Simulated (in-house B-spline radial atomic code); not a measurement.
# Ho: a fraction of an electron moved 6s → 6p

Aim: the energy of Ho as a fraction of an electron is moved 6s → 6p, to see how far it bends away from a straight line.

The numbers are computed with in-house B-spline radial atomic code version 1 (scalar-relativistic (spin-free one-electron X2C) HSE06, spin-polarised, spherical fractional occupations, Fermi nucleus, basis-set limit), except any that are marked as measured or tabulated.

## Step 1: The atom as given

| Quantity | Value |
| --- | --- |
| element | holmium (Z = 67) |
| charge | 0 |
| electrons | 67 |
| configuration | [Xe] 4f11 6s2 |
| Hamiltonian | scalar-relativistic (X2C) |
| nucleus | Fermi, rms radius 5.202 fm |

The outer shells:

[Xe] 4f11 6s2
```
[Xe] core
4f [↑↓][↑↓][↑↓][↑↓][↑ ][↑ ][↑ ]
6s [↑↓]
```

Where spins are not typed, each open shell is filled with up spins first.

## Step 2: The start, at fraction 0

Input settings:

```ini
Z = 67
electrons = 67.0
configuration = [Xe] 4f11 6s2
hamiltonian = x2c
method = hse06
spin_polarised = True
nucleus = fermi
rms_radius = 5.2022
mass_number = 165
atomic_mass = 164.930329116
speed_of_light = 137.035999084
```

## Step 3: 0.125 electron moved 6s → 6p

The settings differ from step 2 so:

```diff
@@ -2,3 +2,3 @@
 electrons = 67.0
-configuration = [Xe] 4f11 6s2
+configuration = [Xe] 4f11 6s1.875 6p0.125
 hamiltonian = x2c
```

## Step 4: 0.25 electron moved 6s → 6p

The settings differ from step 3 so:

```diff
@@ -2,3 +2,3 @@
 electrons = 67.0
-configuration = [Xe] 4f11 6s1.875 6p0.125
+configuration = [Xe] 4f11 6s1.75 6p0.25
 hamiltonian = x2c
```

## Step 5: 0.375 electron moved 6s → 6p

The settings differ from step 4 so:

```diff
@@ -2,3 +2,3 @@
 electrons = 67.0
-configuration = [Xe] 4f11 6s1.75 6p0.25
+configuration = [Xe] 4f11 6s1.625 6p0.375
 hamiltonian = x2c
```

## Step 6: 0.5 electron moved 6s → 6p

The settings differ from step 5 so:

```diff
@@ -2,3 +2,3 @@
 electrons = 67.0
-configuration = [Xe] 4f11 6s1.625 6p0.375
+configuration = [Xe] 4f11 6s1.5 6p0.5
 hamiltonian = x2c
```

## Step 7: 0.625 electron moved 6s → 6p

The settings differ from step 6 so:

```diff
@@ -2,3 +2,3 @@
 electrons = 67.0
-configuration = [Xe] 4f11 6s1.5 6p0.5
+configuration = [Xe] 4f11 6s1.375 6p0.625
 hamiltonian = x2c
```

## Step 8: 0.75 electron moved 6s → 6p

The settings differ from step 7 so:

```diff
@@ -2,3 +2,3 @@
 electrons = 67.0
-configuration = [Xe] 4f11 6s1.375 6p0.625
+configuration = [Xe] 4f11 6s1.25 6p0.75
 hamiltonian = x2c
```

## Step 9: 0.875 electron moved 6s → 6p

The settings differ from step 8 so:

```diff
@@ -2,3 +2,3 @@
 electrons = 67.0
-configuration = [Xe] 4f11 6s1.25 6p0.75
+configuration = [Xe] 4f11 6s1.125 6p0.875
 hamiltonian = x2c
```

## Step 10: 1 electron moved 6s → 6p

The settings differ from step 9 so:

```diff
@@ -2,3 +2,3 @@
 electrons = 67.0
-configuration = [Xe] 4f11 6s1.125 6p0.875
+configuration = [Xe] 4f11 6s1 6p1
 hamiltonian = x2c
```

Q: How does the energy change with the fraction, and which way and how far does it bend from the straight line between the ends?

**Answer**, as computed:

| fraction | energy change (eV) | less the straight line (eV) | level 6s down (eV) | level 6p up (eV) | sum of <r²> (bohr²) |
| --- | --- | --- | --- | --- | --- |
| 0 | 0.0000 | 0.0000 | -3.983 | empty | 76.959 |
| 0.125 | 0.3505 | 0.0773 | -3.964 | -1.253 | 79.644 |
| 0.25 | 0.6780 | 0.1315 | -3.925 | -1.397 | 81.992 |
| 0.375 | 0.9821 | 0.1624 | -3.866 | -1.528 | 84.005 |
| 0.5 | 1.2623 | 0.1694 | -3.795 | -1.648 | 85.735 |
| 0.625 | 1.5195 | 0.1533 | -3.732 | -1.759 | 87.220 |
| 0.75 | 1.7575 | 0.1181 | -3.702 | -1.860 | 88.497 |
| 0.875 | 1.9812 | 0.0686 | -3.686 | -1.953 | 89.617 |
| 1 | 2.1858 | 0.0000 | empty | -2.038 | 90.636 |

**Reading.** From fraction 0 to 1 the energy changes by 2.186 eV. It bulges over the straight line by up to 0.17 eV (at 0.5). Slater's transition state, the slope from the orbital energies at fraction 0.5 (Janak's theorem), gives 2.147 eV for the whole step. Here exact exchange is taken at spherical fractional occupations, which leaves self-interaction in open p, d and f shells; that spoils the energies somewhat, at whole numbers too.
